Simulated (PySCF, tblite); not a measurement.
**C4H5BrF2Ge: geometry, infrared bands and NMR shifts**

Wanted: the infrared bands and NMR shifts of C4H5BrF2Ge (`FC(F)CC#[C][GeH2][Br]`), by calculation.

The runs use tblite 0.8.0 and PySCF 2.14.0, with density-fitted response routines of our own; the level of theory stands in each step. All values are computed, except where a source is named. Atoms count from 0, in the outputs and in this text.

### 1 The molecule as given

13 atoms, charge 0, multiplicity 1; geometry from: force field or distance geometry start.

Bonds of the start (Å): F0–C1 1.37, C1–F2 1.39, C1–C3 1.53, C3–C4 1.47, C4–C5 1.20, C5–Ge6 1.90, Ge6–Br7 2.33, C1–H8 1.10, C3–H9 1.11, C3–H10 1.12, Ge6–H11 1.55, Ge6–H12 1.56.

### 2 Geometry optimisation with GFN2-xTB

Job settings and geometry (Å):

```
{"job": {"kind": "relax", "xc": "GFN2-xTB", "basis": "xTB"}, "charge": 0, "multiplicity": 1}
F     -3.535000     0.731600    -0.146200
C     -2.168800     0.790000    -0.232000
F     -1.711000     1.932300     0.409900
C     -1.571300    -0.439700     0.444600
C     -0.108900    -0.451400     0.345300
C      1.088700    -0.451100     0.240100
Ge     2.981400    -0.444300     0.087700
Br     3.683100     1.589400    -0.800300
H     -1.862800     0.813300    -1.291900
H     -1.973900    -1.365400    -0.024900
H     -1.853500    -0.460200     1.526100
H      3.421700    -1.607100    -0.838000
H      3.605900    -0.637000     1.504600
```

Command:

```console
$ OMP_NUM_THREADS=1 python probes_run.py task.json out
```

This one command runs all jobs of the session in turn.

**Question.** This job is followed by: GFN2-xTB harmonic vibrations, gas phase; GIAO PBE0/pcSseg-1 NMR shielding, non-relativistic, gas phase. Predict these results of the whole session: strongest single infrared mode (GFN2-xTB); zero-point energy (GFN2-xTB); 13C shifts against TMS (PBE0/pcSseg-1); 1H shifts against TMS (PBE0/pcSseg-1, means over atoms taken as alike); 19F shifts against CFCl3 (PBE0/pcSseg-1, means over atoms taken as alike); 73Ge shifts against GeMe4 (PBE0/pcSseg-1); 79Br shifts against HBr (PBE0/pcSseg-1); surface potential, 1st and 99th percentile.

As calculated:

| quantity | value |
| --- | --- |
| strongest single infrared mode (GFN2-xTB) | 675 cm⁻¹, 467 km/mol |
| zero-point energy (GFN2-xTB) | 46.2 kcal/mol |
| 13C shifts against TMS (PBE0/pcSseg-1) | 121.7, 111.3, 88.8, 30.1 ppm |
| 1H shifts against TMS (PBE0/pcSseg-1, means over atoms taken as alike) | 6.28, 5.49, 2.92 ppm |
| 19F shifts against CFCl3 (PBE0/pcSseg-1, means over atoms taken as alike) | -130.5 ppm |
| 73Ge shifts against GeMe4 (PBE0/pcSseg-1) | -108 ppm |
| 79Br shifts against HBr (PBE0/pcSseg-1) | -134 ppm |
| surface potential, 1st and 99th percentile | -0.73 V and 1.42 V |

**Reading.** The optimisation took 126 steps and gained 0.176 eV; among the close pairs (by a distance rule), Ge6–H12 changed most, from 1.560 to 1.502 Å. All 33 modes are real, so the xTB geometry is a minimum. The strongest single mode, at 675 cm⁻¹, moves mainly H11 and H12. GFN2-xTB is a fitted tight-binding method: band positions and strengths are rough. Its intensities can rank the bands wrongly. H8 (hydrogen on an sp3 CH bonded to 2 F) lies farthest downfield among hydrogen, at 6.28 ppm; its carbon carries F, an electronegative neighbour. At PBE0/pcSseg-1: Shielding is most anisotropic at Br7 (span 351 ppm, paramagnetic term -368 ppm). At PBE0/pcSseg-1, counted by nearest atom on the grid, the HOMO lies on Br7 38 %; C4, C5 about 26 % each, the LUMO on Ge6 22 %; Br7 22 %. Spin-orbit coupling is left out, which matters for shieldings and couplings at and beside the heavy atoms.
